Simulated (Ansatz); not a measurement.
# C2H6OSi2: one species, many methods

An exercise on one series of results from a longer session: the logs are not shown, and one member is left open.

Program: Ansatz 0.2.0, Gaussian basis. Level of theory: functionals in def2-TZVPP, the program's frozen cores in correlated methods. These are calculated values, not measurements.

Plan: PBE-D4, r2SCAN-D4, PBE0-D4, B3LYP-D4, ωB97X-V, ωB97M-V, B2PLYP; CCSD(T)/def2-TZVPP; MP2/def2-QZVPP; extrapolation to the limit.

## Structure used throughout

All runs share one geometry, relaxed beforehand with PBE0-D4 in a triple-zeta def2 set.

SMILES `[SiH3]C1=CO[SiH2]1`, 11 atoms, charge 0, spin multiplicity 1.

Atoms are counted from 1 here; the program's logs count them from 0.

Bond lengths: Si1–C2 1.831 Å, Si1–H6 1.489 Å, Si1–H7 1.488 Å, Si1–H8 1.488 Å, C2–C3 1.352 Å, C2–Si5 1.839 Å, C3–O4 1.371 Å, C3–H9 1.089 Å, O4–Si5 1.717 Å, Si5–H10 1.482 Å, Si5–H11 1.482 Å. Angles: C2–Si1–H6 109.4°, C2–Si1–H7 111.1°, C2–Si1–H8 111.1°, H6–Si1–H7 108.8°, H6–Si1–H8 108.8°, H7–Si1–H8 107.5°, Si1–C2–C3 129.5°, Si1–C2–Si5 148.5°, C3–C2–Si5 82.0°, C2–C3–O4 112.7°, C2–C3–H9 131.2°, O4–C3–H9 116.2°, C3–O4–Si5 86.2°, C2–Si5–O4 79.1°, C2–Si5–H10 119.9°, C2–Si5–H11 119.9°, O4–Si5–H10 111.8°, O4–Si5–H11 111.8° and more.

Set-up of the first run:

in.yaml reads:

```yaml
crystal:
  periodic: [false, false, false]
  atoms:
    - {symbol: Si, position_ang: [-1.787684, 0.283270, -0.414722]}
    - {symbol: C, position_ang: [-0.032836, 0.021116, 0.037528]}
    - {symbol: C, position_ang: [0.622257, 0.358261, 1.171733]}
    - {symbol: O, position_ang: [1.944283, -0.003989, 1.146505]}
    - {symbol: Si, position_ang: [1.625587, -0.626236, -0.422216]}
    - {symbol: H, position_ang: [-2.489542, 0.973106, 0.702254]}
    - {symbol: H, position_ang: [-1.906110, 1.115738, -1.642059]}
    - {symbol: H, position_ang: [-2.470836, -1.010697, -0.683673]}
    - {symbol: H, position_ang: [0.278500, 0.857119, 2.076502]}
    - {symbol: H, position_ang: [2.426617, 0.064125, -1.460729]}
    - {symbol: H, position_ang: [1.855067, -2.088913, -0.490523]}
basis:
  gaussian: {orbitals: def2-TZVPP}
hamiltonian: {xc: pbe, dispersion: d4}
output: {forces: true, orbitals: {seedname: orbitals}}
```

Command:

```
$ ansatz run in.yaml --threads 4 --pin off --events-out ev --progress --plain --max-ram 10444MiB
```

Among the steps run: PBE-D4 (GGA); r2SCAN-D4 (meta-GGA); PBE0-D4 (hybrid); B3LYP-D4 (hybrid); ωB97X-V (range-separated); ωB97M-V (range-separated); B2PLYP (double hybrid); CCSD(T) in def2-TZVPP; MP2 in def2-QZVPP.

One of the session's tables, all rows but one given; the rest of the session is left out.

```
            method  atomisation energy (eV)
            PBE-D4                   42.728
         r2SCAN-D4                   42.282
           PBE0-D4                   42.066
          B3LYP-D4                   42.016
           ωB97X-V                   42.384
           ωB97M-V                   42.271
            B2PLYP                   41.625
     HF/def2-TZVPP                        ?
    MP2/def2-TZVPP                   41.714
   CCSD/def2-TZVPP                   40.315
CCSD(T)/def2-TZVPP                   40.993
           MP2/CBS                   42.878
       CCSD(T)/CBS                   42.158
```

Estimate the missing values for HF/def2-TZVPP.

**Answer.** atomisation energy (eV): 30.754. In the column «atomisation energy (eV)» it is the lowest.

Limits of these values: Free atoms (2 Si, 2 C, 1 O, 6 H) were run apart at each level; the atomisation energy is their sum less the molecule, without zero-point or spin-orbit terms.
